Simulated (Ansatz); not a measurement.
# Ta in Ansatz: relaxation of the atoms with PBE

Aim: the relaxation of the atoms of Ta with PBE.

Everything below comes from runs of Ansatz 0.2.0. Logs are shortened: lines on timing, memory, paths and dates and some standing lists are left out, and cuts for length are marked.

## 1. The structure

The cell holds a sheet with vacuum, 2 atoms: a = 2.719 Å, b = 2.719 Å, c = 28.487 Å, α = 90.00°, β = 90.00°, γ = 90.00°.

The cell was built by a generator and needn't be a form met in nature.

## 2. Relaxation of the atoms, PBE

File input.yaml:

```yaml
crystal:
  lattice:
    - [2.71898, 0.0, 0.0]
    - [0.0, 2.71898, 0.0]
    - [0.0, 0.0, 28.48664]
  atoms:
    - { symbol: Ta, position: [1.0, 0.5, 0.30264] }
    - { symbol: Ta, position: [0.5, 0.0, 0.22392] }
kpoints:
  mp_grid: { grid: [10, 10, 1] }
scf:
  occupations: { method: fermi_dirac, width: 0.05 }
hamiltonian:
  xc: pbe
  pseudopotentials: { kind: all_electron, lapw: { basis_error: 0.002 } }
output:
  forces: true
  stress: true
relax:
  f_tol: 0.005
  max_steps: 60
```

Potentials or basis: all-electron LAPW, scalar-relativistic.

On the command line:

```bash
> ansatz run input.yaml --threads 4 --pin off --max-ram 12288MiB --backend cpu --events-out ev --progress --plain --runs-dir out
```

Log:

```text
Warning: RAYON_NUM_THREADS=4 ignored (pool sized by the plan → 4); use --threads N
The last accepted step is kept in <dir> (removed where the run ends without a failure and the disk answers)
LAPW: plane waves up to 8.870 Å⁻¹, error target 2.0e-3 eV per atom; small_component_spin mean_spin; Ta in spheres of 1.319 Å, 43 of its electrons in bands, Dirac shells [] (how accurate: hamiltonian.pseudopotentials.lapw.basis_error, Limitations)
Engine: ansatz 0.2.0, aarch64-unknown-linux-gnu
Pseudopotentials: kind: all_electron
Pseudopotential: Ta, LAPW, valence charge 43, lapw/all_electron/scalar/gaussian/Ta, Koelling and Harmon's equation, gaussian nucleus
Functional definition: PBE
  parameter kappa = 0.804
  parameter beta = 0.06672455060314922
  exchange = pbe_x(kappa = kappa, mu = beta*pi^2/3)
  correlation = pbe_c(beta = beta)
Crystal: 2 atoms, lattice volume = 210.598 Å³
Basis set: ecut = 299.76404472728893 eV, 2485 PW (Γ), exchange–correlation at level 2
Bands: 52, of which v1, the nominal top of the filled ones, is band 43 counted from 1 (42 counted from 0)
Symmetry: 16 space group operations
Space group: P4/nmm (ITA 129), of the structure as read, at distance tolerance 5.9e-5 Å
k-points: 21 of 100
Non-local potential: Ta, projectors of the file, none
Initial density: superposition of atomic densities (neutral atoms: chi_scale 0, normalization atom)
Initial wavefunctions: plane waves of lowest kinetic energy (no species holds an atomic orbital)
Functional: x = pbe(κ = 0.804, μ = 0.2195149727645171), c = pbe(β = 0.06672455060314922)
iter 1 solved again at ethr=7.72e-3 eV; its pass at ethr=1.00e-1 eV (dr2=6.64e0 eV) is discarded
SCF iter   1: F=—  HF=-849137.218368 eV  |F-HF|=—  |Δ(HF+E_count)|=         —  Δρ=2.31e-2  dr2=6.65e0  ethr=7.72e-3  ⟨swp⟩=2.0  Hψ=6848  notcnv=0
preconditioner: auto → LDOS  [metal: Δε(μ)=0.045 eV  Ē_g=23.668 eV  σ=0.050 eV  W_gap=0.21  n_scr=32 (ndim 8)  ℏωp=18.1 eV  f_vac=0.776  D(μ)=3.45/eV (n_scr^D=14)  β→1.0]
iter 2 solved again at ethr=7.04e-4 eV; its pass at ethr=7.72e-3 eV (dr2=6.05e-1 eV) is discarded
SCF iter   2: F=—  HF=-849135.761039 eV  |F-HF|=—  |Δ(HF+E_count)|=    1.46e0  Δρ=1.58e-2  dr2=6.04e-1  ethr=7.04e-4  ⟨swp⟩=2.0  Hψ=5652  notcnv=0
SCF iter   3: F=—  HF=-849135.864443 eV  |F-HF|=—  |Δ(HF+E_count)|=   1.03e-1  Δρ=4.13e-3  dr2=1.69e-1  ethr=7.03e-4  ⟨swp⟩=3.0  Hψ=3479  notcnv=0
SCF iter   4: F=—  HF=-849135.748073 eV  |F-HF|=—  |Δ(HF+E_count)|=         —  Δρ=1.97e-3  dr2=3.09e-2  ethr=1.96e-4  ⟨swp⟩=3.0  Hψ=3450  notcnv=0
the basis was enlarged: its passes take 362.6 KiB over the memory plan, 4 of 4 planned eigensolver slots
SCF iter   5: F=—  HF=-849135.739621 eV  |F-HF|=—  |Δ(HF+E_count)|=   8.45e-3  Δρ=7.86e-4  dr2=1.04e-3  ethr=3.59e-5  ⟨swp⟩=2.9  Hψ=3411  notcnv=0
SCF iter   6: F=—  HF=-849135.739589 eV  |F-HF|=—  |Δ(HF+E_count)|=   3.21e-5  Δρ=2.87e-4  dr2=1.12e-4  ethr=1.21e-6  ⟨swp⟩=3.0  Hψ=3329  notcnv=0
SCF iter   7: F=—  HF=-849135.739639 eV  |F-HF|=—  |Δ(HF+E_count)|=   4.95e-5  Δρ=5.84e-5  dr2=6.54e-6  ethr=1.30e-7  ⟨swp⟩=2.9  Hψ=3354  notcnv=0
SCF iter   8: F=-849135.739640 eV  HF=-849135.739640 eV  |F-HF|=4.41e-8  |Δ(HF+E_count)|=   1.63e-6  Δρ=9.71e-6  dr2=2.30e-7  ethr=7.60e-9  ⟨swp⟩=3.0  Hψ=3362  notcnv=0
SCF 1 converged in 8 iterations: F = -849135.739640 eV  dr2 = 2.30e-7
relax step   1: F+E_penalty+E_count = -849135.73964030 eV  Δ(F+E_penalty+E_count) = +0.000e0 eV  max|allowed force component| = 6.841e-2 eV/Å  Δτ_max = 0.0000 Å  (8 SCF iters, dr2 threshold 6.25e-7 eV, accepted)
Initial density: handed on by an earlier stage of this run
Initial wavefunctions: those handed on with the density
iter 1 solved again at ethr=3.92e-5 eV; its pass at ethr=1.00e-1 eV (dr2=3.38e-2 eV) is discarded
SCF iter   1: F=—  HF=-849135.736807 eV  |F-HF|=—  |Δ(HF+E_count)|=         —  Δρ=1.64e-3  dr2=3.34e-2  ethr=3.92e-5  ⟨swp⟩=2.0  Hψ=5326  notcnv=0
preconditioner: auto → LDOS  [metal: Δε(μ)=0.061 eV  Ē_g=23.586 eV  σ=0.050 eV  W_gap=0.29  n_scr=32 (ndim 8)  ℏωp=18.1 eV  f_vac=0.780  D(μ)=1.37/eV (n_scr^D=8)  β→1.0]
SCF iter   2: F=—  HF=-849135.735572 eV  |F-HF|=—  |Δ(HF+E_count)|=   1.24e-3  Δρ=1.67e-3  dr2=2.53e-2  ethr=3.89e-5  ⟨swp⟩=3.0  Hψ=3459  notcnv=0
iter 3 solved again at ethr=1.13e-7 eV; its pass at ethr=2.94e-5 eV (dr2=9.73e-5 eV) is discarded
SCF iter   3: F=—  HF=-849135.730164 eV  |F-HF|=—  |Δ(HF+E_count)|=   5.41e-3  Δρ=2.41e-4  dr2=9.78e-5  ethr=1.13e-7  ⟨swp⟩=2.9  Hψ=5563  notcnv=0
SCF iter   4: F=—  HF=-849135.730223 eV  |F-HF|=—  |Δ(HF+E_count)|=   5.95e-5  Δρ=8.90e-5  dr2=1.45e-5  ethr=1.13e-7  ⟨swp⟩=2.7  Hψ=3282  notcnv=0
SCF iter   5: F=—  HF=-849135.730229 eV  |F-HF|=—  |Δ(HF+E_count)|=   5.29e-6  Δρ=3.10e-5  dr2=2.88e-6  ethr=1.68e-8  ⟨swp⟩=2.8  Hψ=3285  notcnv=0
SCF iter   6: F=—  HF=-849135.730223 eV  |F-HF|=—  |Δ(HF+E_count)|=   5.82e-6  Δρ=1.17e-5  dr2=3.86e-7  ethr=3.34e-9  ⟨swp⟩=2.6  Hψ=3266  notcnv=0
SCF iter   7: F=-849135.730223 eV  HF=-849135.730223 eV  |F-HF|=2.99e-8  |Δ(HF+E_count)|=   3.52e-7  Δρ=2.18e-6  dr2=1.06e-8  ethr=4.49e-10  ⟨swp⟩=3.0  Hψ=3360  notcnv=0
SCF 2 converged in 7 iterations: F = -849135.730223 eV  dr2 = 1.06e-8
relax step   2: F+E_penalty+E_count = -849135.73022323 eV  Δ(F+E_penalty+E_count) = +9.417e-3 eV  max|allowed force component| = 4.402e-1 eV/Å  Δτ_max = 0.0259 Å  (7 SCF iters, dr2 threshold 2.92e-7 eV, rejected (line search))
SCF iter   1: F=—  HF=-849135.744872 eV  |F-HF|=—  |Δ(HF+E_count)|=         —  Δρ=1.42e-3  dr2=2.63e-2  ethr=2.81e-4  ⟨swp⟩=3.0  Hψ=3850  notcnv=0
preconditioner: auto → LDOS  [metal: Δε(μ)=0.096 eV  Ē_g=23.504 eV  σ=0.050 eV  W_gap=0.42  n_scr=32 (ndim 8)  ℏωp=18.1 eV  f_vac=0.778  D(μ)=1.62/eV (n_scr^D=10)  β→1.0]
SCF iter   2: F=—  HF=-849135.743027 eV  |F-HF|=—  |Δ(HF+E_count)|=   1.85e-3  Δρ=1.36e-3  dr2=1.45e-2  ethr=3.06e-5  ⟨swp⟩=3.0  Hψ=3446  notcnv=0
iter 3 solved again at ethr=7.06e-8 eV; its pass at ethr=1.68e-5 eV (dr2=6.07e-5 eV) is discarded
SCF iter   3: F=—  HF=-849135.739850 eV  |F-HF|=—  |Δ(HF+E_count)|=   3.18e-3  Δρ=1.79e-4  dr2=6.13e-5  ethr=7.06e-8  ⟨swp⟩=2.9  Hψ=5569  notcnv=0
SCF iter   4: F=—  HF=-849135.739887 eV  |F-HF|=—  |Δ(HF+E_count)|=   3.75e-5  Δρ=8.21e-5  dr2=1.16e-5  ethr=7.06e-8  ⟨swp⟩=2.2  Hψ=3257  notcnv=0
SCF iter   5: F=—  HF=-849135.739890 eV  |F-HF|=—  |Δ(HF+E_count)|=   2.97e-6  Δρ=3.17e-5  dr2=2.07e-6  ethr=1.35e-8  ⟨swp⟩=2.5  Hψ=3266  notcnv=0
SCF iter   6: F=—  HF=-849135.739887 eV  |F-HF|=—  |Δ(HF+E_count)|=   3.00e-6  Δρ=1.13e-5  dr2=2.69e-7  ethr=2.41e-9  ⟨swp⟩=2.4  Hψ=3259  notcnv=0
SCF iter   7: F=-849135.739888 eV  HF=-849135.739888 eV  |F-HF|=2.36e-8  |Δ(HF+E_count)|=   2.59e-7  Δρ=2.30e-6  dr2=1.36e-8  ethr=3.13e-10  ⟨swp⟩=3.0  Hψ=3353  notcnv=0
SCF 3 converged in 7 iterations: F = -849135.739888 eV  dr2 = 1.36e-8
relax step   3: F+E_penalty+E_count = -849135.73988775 eV  Δ(F+E_penalty+E_count) = -2.474e-4 eV  max|allowed force component| = 4.399e-3 eV/Å  Δτ_max = 0.0039 Å  (7 SCF iters, accepted)
SCF converged after 7 iterations
Free energy (F): -849135.739888 eV
Harris-Foulkes:  -849135.739888 eV  (|F-HF|=2.36e-8)
Internal energy: -849135.726579 eV  (E = F + TS)
E sigma→0 (E₀):  -849135.733233 eV
Entropy (-TS):   -0.013309 eV (-6.654 meV/atom)
Fermi energy:    0.578936 eV
--- Per-component energies (eV) ---
  E_band       = -10271.346280
  E_kinetic    = 947867.627123
  E_xc         = -17245.403103
  E_electrostatic = -1779757.950599  (all electrons and nuclei)
  E_smearing   = -0.013309  (= −TS)
  E_closure    = 0.000000  (closes the sum)
  E_atoms      = -849118.739113  (free atoms, spherical and without spin; not in F)
  Σ components = -849135.739888   (vs F -849135.739888, Δ=0.00e0)
  Basis errors (estimates in eV, not in F): energy 8.1e-4 per atom: plane waves 7.5e-4 (4.4e-4 summed), levels above the bands 1.4e-46, relativity 8.0e-8, radial functions 5.9e-5, core shells 1.7e-7; eigenvalues (radial functions only) 8.0e-7; not estimated: angular momenta, meshes, grids; target (lapw.basis_error) 2.0e-3; muffin-tin radii Ta 1.319 Å
--- Forces (eV/Å), atoms counted from 1 ---
  atom   1  Ta     0.00000000     0.00000000     0.00439862
  atom   2  Ta     0.00000000     0.00000000    -0.00439862
  max |Σ_I F_I| component: 0.00e0 eV/Å
--- Stress (GPa, compression-positive) ---
        0.155573       0.000000       0.000000
        0.000000       0.155573       0.000000
        0.000000       0.000000       0.009581
  P = ⅓ Tr σ = 0.1069 GPa (1.069 kbar)
--- Relaxed structure (3 steps of the walk, 2 accepted, 0 SCFs on fresh bases) ---
  F+E_penalty+E_count = -849135.73988775 eV   max|allowed force component| = 4.399e-3 eV/Å
  atoms:
    - { symbol: Ta, position: [1.0, 0.5, 0.3025034979910469] }
    - { symbol: Ta, position: [0.5, 0.0, 0.22405650200895308] }
```

It took 46 s on 4 threads of Arm Neoverse N1, shared host; peak memory 0.87 GiB.

Results:

```yaml
Free_energy: -849135.7399 eV
Energy_gained_by_relaxing: 0.1 meV/atom
Ionic_steps: 2
Largest_force_after_relaxing: 0.004 eV/Å
```

Forces in eV/Å, atoms in the order of the input:
```
Ta   0.000  0.000  0.004
Ta   0.000  0.000 -0.004
```

Stress tensor (GPa, compression positive):
```
0.16 0.00 0.00
0.00 0.16 0.00
0.00 0.00 0.01
```

The path:
| step | energy change (eV) | largest force (eV/Å) |
| --- | --- | --- |
| 1 | 0.0000 | 0.0684 |
| 2 | -0.0002 | 0.0044 |

Final structure:
```yaml
crystal:
  lattice:
    - [2.71898, 0.00000, 0.00000]
    - [0.00000, 2.71898, 0.00000]
    - [0.00000, 0.00000, 28.48664]
  atoms:
    - { symbol: Ta, position: [0.00000, 0.50000, 0.30250] }
    - { symbol: Ta, position: [0.50000, 0.00000, 0.22406] }
```

The run has no spin-orbit coupling, so splittings on Ta are missing.
